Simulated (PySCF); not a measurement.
# GaH₃⁻: doublet, from a trigonal pyramidal start

The task is one start of a wider search on GaH₃⁻: the doublet, from a trigonal pyramidal start. It is relaxed, tested by its Hessian and followed downhill if it is a saddle.

The runs use PySCF 2.14.0; PBE0, basis Ga def2-TZVPD, H def2-TZVPD, no relativity, density fitting.

## (1) The starting structure

4 atoms, charge -1, spin multiplicity 2.

Bond lengths: Ga1–H2 1.560 Å, Ga1–H3 1.560 Å, Ga1–H4 1.560 Å. Angles: H2–Ga1–H3 99.8°, H2–Ga1–H4 99.8°, H3–Ga1–H4 99.8°.

```xyz
4
charge -1 multiplicity 2
Ga    0.0000    0.0000    0.0000
H     1.3774    0.0000    0.7324
H    -0.6887    1.1929    0.7324
H    -0.6887   -1.1929    0.7324
```

## (2) First SCF at the start

One driver script runs all steps and calls PySCF; scf.py shows how it sets up the SCF of each step. The optimiser is the driver's own. After this first run the driver tries any further starts and a stability analysis.

The input, scf.py:

```python
from pyscf import gto, scf, dft
mol = gto.M(atom='''
Ga     0.000000     0.000000     0.000000
H      1.377400     0.000000     0.732400
H     -0.688700     1.192900     0.732400
H     -0.688700    -1.192900     0.732400''',
    basis={'Ga': 'def2-TZVPD', 'H': 'def2-TZVPD'},
    charge=-1, spin=1)
mf = dft.UKS(mol, xc='PBE0')
mf.grids.atom_grid = (50, 194)
aux = {'Ga': 'def2-universal-JKFIT', 'H': 'def2-universal-JKFIT'}
mf = mf.density_fit(auxbasis=aux)
mf.conv_tol = 1e-08
mf.diis_space = 10
mf.max_cycle = 60
mf.init_guess = 'minao'
mf.verbose = 4
mf.kernel()
```

Command:

```bash
$ OMP_NUM_THREADS=2 python axn.py task.json out
```

The runs that follow: Relaxation: trigonal pyramidal start, doublet; Vibrations and properties at this point.

Before running it: what results should come out? Wanted: minimum; geometry; wavenumbers; dipole moment; highest occupied, lowest empty level; polar-tensor charge of Ga1; zero-point energy; ⟨S²⟩.

**Answer**, as computed:

| quantity | value |
| --- | --- |
| minimum | doublet, C3v |
| geometry | Ga–H 1.621 Å (×3); H–Ga–H 111.6° (×3) |
| wavenumbers (cm⁻¹) | 603 (a1), 731 (e), 1708 (e), 1722 (a1) |
| dipole moment (centre of mass) | 0.09 D |
| highest occupied, lowest empty level (either spin) | 1.05, 3.84 eV |
| polar-tensor charge of Ga1 | +0.27 e |
| zero-point energy | 43.1 kJ/mol |
| entropy at 298.15 K | 231.9 J/(mol K) |
| ⟨S²⟩ | 0.752 |

The trigonal pyramidal start keeps its C3v symmetry and ends in a minimum. The strongest infrared band lies at 1708 cm⁻¹ (e, stretch). Most of the spin sits on Ga1 (Mulliken spin 0.98, against 1 for the whole molecule). Only this shape and spin were tried, so other structures or states may lie lower. A highest occupied level above zero is common for anions with such functionals; it warns that the extra electron is poorly described.
